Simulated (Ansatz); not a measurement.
# HfPbO3: the cost of one run

Program: the Python package of Ansatz 0.2.0. Level of theory: DFT mr2scan, plane waves, PAW. These are calculated values, not measurements.

## (1) The system

The structure is cubic, space group Pm-3m (No. 221). Conventional cell: a = 4.155 Å, b = 4.155 Å, c = 4.155 Å, α = 90.00°, β = 90.00°, γ = 90.00°. Around Hf (site symmetry m-3m) lie 6 O at 2.08 Å. Pb (site symmetry m-3m) is surrounded by 12 O at 2.94 Å. O (site symmetry 4/mmm) has 2 Hf at 2.08 Å and 4 Pb at 2.94 Å as nearest neighbours.

No structure file is read: the coordinates are typed or built in the script.

## (2) The script

Contents of run_elastic.py:

```python
"""Elastic constants of HfPbO3."""

from dataclasses import replace

import ansatz as az
import numpy as np

params = {
    "xc": "mr2scan",
    "beta": 0.3,
    "kgrid": (6, 6, 6),
}

vectors = np.array([
    [4.155481, 0.0, 0.0],
    [0.0, 4.155481, 0.0],
    [0.0, 0.0, 4.155481],
])
cell = (
    az.Lattice.of(vectors)
    .atom("Hf", [0.5, 0.5, 0.5])
    .atom("Pb", [0.0, 0.0, 0.0])
    .atom("O", [0.0, 0.5, 0.5])
    .atom("O", [0.5, 0.0, 0.5])
    .atom("O", [0.5, 0.5, 0.0])
)

base = (
    cell.calculation()
    .functional(params["xc"])
    .basis(14 * az.Ha, xc_grid=2)
    .occupations(az.OccupationsMethod.FIXED)
    .mixing("anderson", beta=params["beta"])
    .kpoints(*params["kgrid"])
)
# first bring the cell to zero stress
rest = base.relax(cell=True).run().lattice
relaxed = az.Crystal(lattice=az.Lattice.of(rest.cell_ang))
for site in rest.sites:
    relaxed = relaxed.atom(site.symbol, site.position_frac)
base = replace(base, crystal=relaxed)
print("relaxed volume {:.3f} A^3".format(abs(np.linalg.det(rest.cell_ang))))
outcome = base.elastic(az.ElasticMode.CLAMPED_ION).run()
elastic = outcome.elastic

print("C_ij (GPa), Voigt order xx yy zz yz xz xy")
for row in elastic.c_gpa:
    print(" ".join(f"{value:8.1f}" for value in row))
print("smallest eigenvalue of C:", round(elastic.stability.min_eigenvalue_gpa, 1), "GPa; stable:", elastic.stability.stable)
# averaged moduli need a positive definite tensor
if elastic.stability.min_eigenvalue_gpa > 0:
    m = elastic.moduli
    anisotropy = 5 * m.g_voigt_gpa / m.g_reuss_gpa + m.k_voigt_gpa / m.k_reuss_gpa - 6
    print(f"Voigt K {m.k_voigt_gpa:.1f} G {m.g_voigt_gpa:.1f}; Reuss K {m.k_reuss_gpa:.1f} G {m.g_reuss_gpa:.1f}; universal anisotropy index {anisotropy:.3f}")
```

## (3) What the engine is handed

The engine receives this input (first run):

```yaml
crystal:
  lattice:
    - [4.155481, 0.0, 0.0]
    - [0.0, 4.155481, 0.0]
    - [0.0, 0.0, 4.155481]
  atoms:
    - { symbol: Hf, position: [0.5, 0.5, 0.5] }
    - { symbol: Pb, position: [0.0, 0.0, 0.0] }
    - { symbol: O, position: [0.0, 0.5, 0.5] }
    - { symbol: O, position: [0.5, 0.0, 0.5] }
    - { symbol: O, position: [0.5, 0.5, 0.0] }
basis:
  ecutwfc: 380.959407443832
  xc_grid: 2
kpoints:
  mp_grid:
    grid: [6, 6, 6]
hamiltonian:
  xc: mr2scan
scf:
  mixing:
    algorithm: anderson
    beta: 0.3
  occupations:
    method: fixed
relax:
  cell: {}
```

## (4) Launch

On the command line:

```bash
python run_elastic.py
```

Q: Estimate wall time and peak memory on 1 thread of Arm Neoverse V1, shared host.

About 2.5 min, with a peak of 0.52 GiB.
